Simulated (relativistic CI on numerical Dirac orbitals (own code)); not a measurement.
# Pt⁵⁺: 5p photoemission multiplets

Wanted: the shape of the 5p photoemission spectrum of Pt⁵⁺ in 3 surroundings, from the same atomic integrals.

Method: Dirac-Coulomb-Breit CI, KLI orbitals optimised for each configuration, model QED (radiative potential, 1s self-energy scaled to tabulated hydrogen-like ionisation energies), multiplet model of photoemission in the sudden approximation in a parametric crystal field. Code: relativistic CI on numerical Dirac orbitals (own code) version 1.

## Step 1: What is computed

* ion: Pt⁵⁺ (Pt VI)
* nuclear charge: 78
* electrons: 73
* configurations: [Xe] 4f14 5d5 → [Kr] 4d10 4f14 5s2 5p5 5d5
* temperature: 300 K
* widths: Lorentz 1.05 eV, Gauss 0.6 eV
* surrounding 1: Oh, 10Dq = 62700 cm⁻¹
* surrounding 2: Oh, 10Dq = 80300 cm⁻¹
* surrounding 3: Oh, 10Dq = 97900 cm⁻¹

## Step 2: Surrounding 1: Oh, 10Dq = 62700

Settings of the run:

```ini
atom Pt  Z=78  charge=5  electrons=73
nucleus A=195  rms_radius_fm=5.4270
hamiltonian dirac-coulomb  breit=on  qed=on  c_scale=1
orbitals kli  potential=per-configuration
slater_scale 1
correlation none
mixing on
configurations
  [Xe] 4f14 5d5
  [Kr] 4d10 4f14 5s2 5p5 5d5
end
photoemission 5p T=300 lorentz=1.05 gauss=0.6
crystal_field Oh 10Dq=62700
```

## Step 3: Surrounding 2: Oh, 10Dq = 80300

The settings differ from step 2 so:

```diff
@@ -12,2 +12,2 @@
 photoemission 5p T=300 lorentz=1.05 gauss=0.6
-crystal_field Oh 10Dq=62700
+crystal_field Oh 10Dq=80300
```

## Step 4: Surrounding 3: Oh, 10Dq = 97900

The settings differ from step 3 so:

```diff
@@ -12,2 +12,2 @@
 photoemission 5p T=300 lorentz=1.05 gauss=0.6
-crystal_field Oh 10Dq=80300
+crystal_field Oh 10Dq=97900
```

(Steps that only read results are left out.)

Q: Predict the outcome of this session. Wanted: highest peak, first run; ground spin.

The runs gave:

| surrounding | ground S | centroid (eV) | spread (eV) | up to four highest peaks (% of the highest), eV |
| --- | --- | --- | --- | --- |
| 1: Oh | 0.56 | 133.89 | 9.94 | 125.4 (100), 130.0 (24), 146.8 (34), 154.2 (8) |
| 2: Oh | 0.53 | 133.91 | 9.83 | 125.6 (100), 130.8 (28), 139.2 (10), 147.2 (29) |
| 3: Oh | 0.52 | 133.93 | 9.76 | 125.8 (100), 131.0 (31), 141.4 (14), 147.8 (26) |

| quantity | value |
| --- | --- |
| highest peak, first run | 125.4 eV |
| ground spin (effective S from ⟨S²⟩) | 0.52 to 0.56 |

The position of the maximum differs by up to 0.4 eV between the surroundings, by shifts of peaks or by peaks exchanging rank. Energies are those of the free ion without screening by ligands; binding energies in solids differ by tens of eV.
